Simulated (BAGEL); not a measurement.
**AlH3S2O (SMILES [OH][Al]([SH])[SH]) at HF/3-21G (density fitting with qzvpp-jkfit)**

What is the energy change on altering one bond length of AlH3S2O at HF/3-21G (density fitting with qzvpp-jkfit)? 

The results are computed with BAGEL 1.2.2.

## Step 1: The molecule

AlH3S2O has 7 atoms, charge 0, and is taken as a singlet. SMILES: `[OH][Al]([SH])[SH]`. The coordinates come from a PBE0-D4/def2-TZVP relaxation. This is one conformer, not always the lowest.

Bond lengths: O1–Al2 1.685 Å, Al2–S3 2.173 Å, Al2–S4 2.182 Å, O1–H5 0.955 Å, S3–H6 1.344 Å, S4–H7 1.343 Å. Angles: O1–Al2–S3 115.7°, O1–Al2–S4 120.2°, S3–Al2–S4 124.1°, Al2–O1–H5 125.4°, Al2–S3–H6 93.2°, Al2–S4–H7 93.9°.

## Step 2: The energy at HF/3-21G (density fitting with qzvpp-jkfit)

Input file input.json:

```json
{ "bagel": [

{
  "title": "molecule",
  "basis": "3-21g",
  "df_basis": "qzvpp-jkfit",
  "angstrom": true,
  "geometry": [
    { "atom": "O", "xyz": [   -1.985100,    0.181200,    0.466200 ] },
    { "atom": "Al", "xyz": [   -0.338900,    0.027200,    0.141900 ] },
    { "atom": "S", "xyz": [    0.965600,    0.014800,    1.879700 ] },
    { "atom": "S", "xyz": [    0.363100,   -0.144100,   -1.916700 ] },
    { "atom": "H", "xyz": [   -2.678100,    0.202700,   -0.190400 ] },
    { "atom": "H", "xyz": [    2.078300,   -0.118200,    1.138300 ] },
    { "atom": "H", "xyz": [    1.656500,   -0.231700,   -1.564700 ] }
  ]
},
{ "title": "hf", "charge": 0 },
{ "title": "print", "file": "orbitals.molden", "orbitals": true }

]}
```

On the command line:

```sh
BAGEL_NUM_THREADS=1 BAGEL input.json > input.out
```

Log:

```text
* using 1 threads per process

  ===============================================================
  ===============================================================

  *** Geometry ***

  { "atom" : "O", "xyz" : [     -3.751295,      0.342418,      0.880990 ] },
  { "atom" : "Al", "xyz" : [     -0.640428,      0.051401,      0.268152 ] },
  { "atom" : "S", "xyz" : [      1.824720,      0.027968,      3.552118 ] },
  { "atom" : "S", "xyz" : [      0.686160,     -0.272310,     -3.622038 ] },
  { "atom" : "H", "xyz" : [     -5.060876,      0.383047,     -0.359804 ] },
  { "atom" : "H", "xyz" : [      3.927418,     -0.223366,      2.151075 ] },
  { "atom" : "H", "xyz" : [      3.130331,     -0.437850,     -2.956854 ] },

  Number of auxiliary basis functions:      515

  Since a DF basis is specified, we compute 2- and 3-index integrals:
    o Being stored without compression. Storage requirement is 0.012 GB

  Number of basis functions:       54
  Number of electrons      :       56

    * METHOD: MOLECULE                             0.21

  *** RHF ***

  === Nuclear Repulsion ===
   246.6829191007

      * DIIS with orbital gradients will be used.

  === RHF iteration (3-21g) ===
      0      -1107.88059149          0.02524955           0.05
      1      -1107.99282984          0.01575999           0.05
      2      -1108.04088805          0.00130011           0.05
      3      -1108.04165679          0.00027858           0.05
      4      -1108.04172022          0.00007997           0.05
      5      -1108.04172621          0.00001704           0.05
      6      -1108.04172656          0.00000262           0.05
      7      -1108.04172657          0.00000055           0.05
      8      -1108.04172657          0.00000026           0.05
      9      -1108.04172657          0.00000009           0.05
     10      -1108.04172657          0.00000002           0.05
     11      -1108.04172657          0.00000001           0.05
    * SCF iteration converged.

    * Permanent dipole moment:
           (   -0.126944,     0.048343,     0.692872) a.u.

    * METHOD: HF                                   0.74

    * METHOD: PRINT                                0.01

  ===============================================================
```

Run time: 1.1 s. Hardware: 1 thread of Arm Neoverse V1, shared host; peak memory 0.092 GiB.

## Step 3: The distorted shape, same level

Input file hf.json:

```json
{ "bagel" : [

{
  "title" : "molecule",
  "basis" : "3-21g",
  "df_basis" : "qzvpp-jkfit",
  "angstrom" : true,
  "geometry" : [
    { "atom" : "O", "xyz" : [   -2.179112,    0.194340,    0.413399 ] },
    { "atom" : "Al", "xyz" : [   -0.532912,    0.040340,    0.089099 ] },
    { "atom" : "S", "xyz" : [    0.771588,    0.027940,    1.826899 ] },
    { "atom" : "S", "xyz" : [    0.169088,   -0.130960,   -1.969501 ] },
    { "atom" : "H", "xyz" : [   -2.872112,    0.215840,   -0.243201 ] },
    { "atom" : "H", "xyz" : [    1.884288,   -0.105060,    1.085499 ] },
    { "atom" : "H", "xyz" : [    1.656500,   -0.231700,   -1.564700 ] }
  ]
},
{ "title" : "hf", "charge" : 0 },
{ "title" : "print", "file" : "orbitals.molden", "orbitals" : true }

]}
```

On the command line:

```sh
BAGEL_NUM_THREADS=1 BAGEL hf.json > hf.out
```

Log:

```text
* using 1 threads per process

  ===============================================================
  ===============================================================

  *** Geometry ***

  { "atom" : "O", "xyz" : [     -4.117925,      0.367249,      0.781211 ] },
  { "atom" : "Al", "xyz" : [     -1.007058,      0.076232,      0.168373 ] },
  { "atom" : "S", "xyz" : [      1.458090,      0.052799,      3.452339 ] },
  { "atom" : "S", "xyz" : [      0.319530,     -0.247479,     -3.721817 ] },
  { "atom" : "H", "xyz" : [     -5.427505,      0.407878,     -0.459583 ] },
  { "atom" : "H", "xyz" : [      3.560788,     -0.198535,      2.051296 ] },
  { "atom" : "H", "xyz" : [      3.130331,     -0.437850,     -2.956854 ] },

  Number of auxiliary basis functions:      515

  Since a DF basis is specified, we compute 2- and 3-index integrals:
    o Being stored without compression. Storage requirement is 0.012 GB

  Number of basis functions:       54
  Number of electrons      :       56

    * METHOD: MOLECULE                             0.22

  *** RHF ***

  === Nuclear Repulsion ===
   245.7202038728

      * DIIS with orbital gradients will be used.

  === RHF iteration (3-21g) ===
      0      -1107.86653680          0.02535367           0.05
      1      -1107.98038521          0.01583107           0.05
      2      -1108.02914409          0.00131686           0.05
      3      -1108.02995118          0.00031499           0.05
      4      -1108.03002550          0.00008574           0.05
      5      -1108.03003263          0.00002048           0.05
      6      -1108.03003313          0.00000479           0.05
      7      -1108.03003315          0.00000171           0.05
      8      -1108.03003316          0.00000050           0.05
      9      -1108.03003316          0.00000024           0.05
     10      -1108.03003316          0.00000007           0.05
     11      -1108.03003316          0.00000002           0.05
     12      -1108.03003316          0.00000001           0.05
    * SCF iteration converged.

    * Permanent dipole moment:
           (   -0.080304,     0.045024,     0.702681) a.u.

    * METHOD: HF                                   0.82

    * METHOD: PRINT                                0.01

  ===============================================================
```

Run time: 1.2 s. Hardware: 1 thread of Arm Neoverse V1, shared host; peak memory 0.092 GiB.

## Step 4: Results

At HF/3-21G (density fitting with qzvpp-jkfit):

| quantity | value |
| --- | --- |
| first shape: total energy | -1108.04173 Eh |
| first shape: dipole moment | 1.79 D |
| first shape: HOMO energy | -10.79 eV |
| first shape: LUMO energy | 2.21 eV |
| first shape: HOMO–LUMO gap | 12.99 eV |
| distorted shape: total energy | -1108.03003 Eh |
| distorted shape: dipole moment | 1.80 D |
| distorted shape: HOMO energy | -10.77 eV |
| distorted shape: LUMO energy | 2.01 eV |
| distorted shape: HOMO–LUMO gap | 12.79 eV |
| energy change with the S4–H7 bond stretched from 1.343 to 1.545 Å | 0.318 eV |

With the S4–H7 bond stretched from 1.343 to 1.545 Å the energy rises by 0.32 eV (30.7 kJ/mol). The first shape isn't relaxed at this level, so the change isn't measured from a minimum.
